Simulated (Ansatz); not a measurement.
A first try at a calculation of the elastic constants of Ta, space group P6_3/mmc, using Ansatz 0.2.0 through its Python package.

`elastic.py`:
```python
"""Stiffness tensor and moduli of Ta."""

import ansatz as az
import numpy as np


def main() -> None:
    lattice = az.Lattice.of(
        (2.900372, 0.0, 0.0),
        (-1.450186, 2.511796, 0.0),
        (0.0, 0.0, 5.166274),
    )
    sites = [
        ("Ta", (2 / 3, 1 / 3, 0.75)),
        ("Ta", (1 / 3, 2 / 3, 0.25)),
    ]
    crystal = az.Crystal(lattice=lattice)
    for symbol, position in sites:
        crystal = crystal.atom(symbol, position)

    model = crystal.calculation()
    model = model.basis(35 * az.Ry)
    model = model.functional("LDA")
    model = model.occupations("gaussian", width=0.1)
    model = model.kpoints(17, 17, 9)
    res = model.elastic(az.ElasticMode.CLAMPED_ION, amplitude=1e-06).run()
    elastic = res.elastic

    C = np.asarray(elastic.c_gpa)
    for i in range(6):
        for j in range(i, 6):
            if abs(C[i, j]) > 0.05:
                print(f"C{i + 1}{j + 1} = {C[i, j]:.1f} GPa")
    print("smallest eigenvalue of C:", round(elastic.stability.min_eigenvalue_gpa, 1), "GPa; tensor positive definite:", elastic.stability.min_eigenvalue_gpa > 0)
    # averaged moduli need a positive definite tensor
    if elastic.stability.min_eigenvalue_gpa > 0:
        m = elastic.moduli
        print(f"K = {m.k_hill_gpa:.1f}, G = {m.g_hill_gpa:.1f}, E = {m.youngs_gpa:.1f} GPa, Poisson ratio {m.poisson:.3f}, K/G = {m.k_hill_gpa / m.g_hill_gpa:.2f}")
        S = np.linalg.inv(elastic.c_gpa)
        print("Young modulus along x, y, z (GPa):", np.round(1 / np.diag(S)[:3], 1))
        print("linear compressibility along x, y, z (1/TPa):", np.round(1000 * S[:3, :3].sum(axis=1), 2))


if __name__ == "__main__":
    main()
```

```console
$ python elastic.py
DeckWarning: elastic: scf.convergence.dr2_threshold = 1e-13 eV (this run's default) is looser than the 2.5e-17 eV advised at elastic.amplitude = 1e-6. Elastic constants divide stress differences by the amplitude, so a small SCF error in a stress becomes a large one in a constant, unseen in the output: at amplitude [...]
DeckWarning: elastic: elastic.amplitude = 1e-6 is under 1e-3, the smallest value that the input manual advises. Under elastic.basis: reselect (the default) a strained cell's stress can jump where the strain carries plane waves across the cutoff. Elastic constants are stress differences divided by the amplitude, so the [...]
C11 = 248.8 GPa
C12 = 172.5 GPa
C13 = 95.1 GPa
C22 = 248.8 GPa
C23 = 95.1 GPa
C33 = 265.0 GPa
C44 = -52.5 GPa
C55 = -52.5 GPa
C66 = 38.2 GPa
smallest eigenvalue of C: -52.5 GPa; tensor positive definite: False
```
(Warnings from the package without file and line, shortened.)

The script ran to its end, but the result can't be trusted. Why?

The fault: amplitude far too small. The change:

```diff
--- before
+++ after
@@ -25,3 +25,3 @@
     model = model.kpoints(17, 17, 9)
-    res = model.elastic(az.ElasticMode.CLAMPED_ION, amplitude=1e-06).run()
+    res = model.elastic(az.ElasticMode.CLAMPED_ION).run()
     elastic = res.elastic
```

After the fix:

```console
$ python elastic.py
C11 = 249.0 GPa
C12 = 172.6 GPa
C13 = 94.8 GPa
C22 = 249.0 GPa
C23 = 94.8 GPa
C33 = 265.4 GPa
C44 = -52.4 GPa
C55 = -52.4 GPa
C66 = 38.2 GPa
smallest eigenvalue of C: -52.4 GPa; tensor positive definite: False
```

Caveats:
- The cell isn't relaxed first, so the values belong to this volume.
- The cell stands under an uneven stress, so these stress-strain coefficients aren't symmetric, and eigenvalues smaller than that stress decide nothing.
- Spin-orbit coupling, which matters for elements this heavy, is left out.
- These are clamped-ion constants: where atoms have free coordinates under strain, the relaxed-ion ones can be far smaller or negative, so this tensor doesn't settle whether the crystal is stable.
- At these settings the cell as given stands under about -12 GPa, so it isn't at this functional's equilibrium volume.
- This isn't the structure that Ta takes at ambient conditions.
- Shear constants of a metal converge slowly with the k-point mesh and can be wrong in sign on a coarse one; the constants belong to the cell that was strained.
- Finished in 2.9 min on 1 thread of Arm Neoverse V1, on a shared host, peak memory 0.77 GiB.

(A comment or docstring line of the script was reworded after the run, the code is as it ran.)
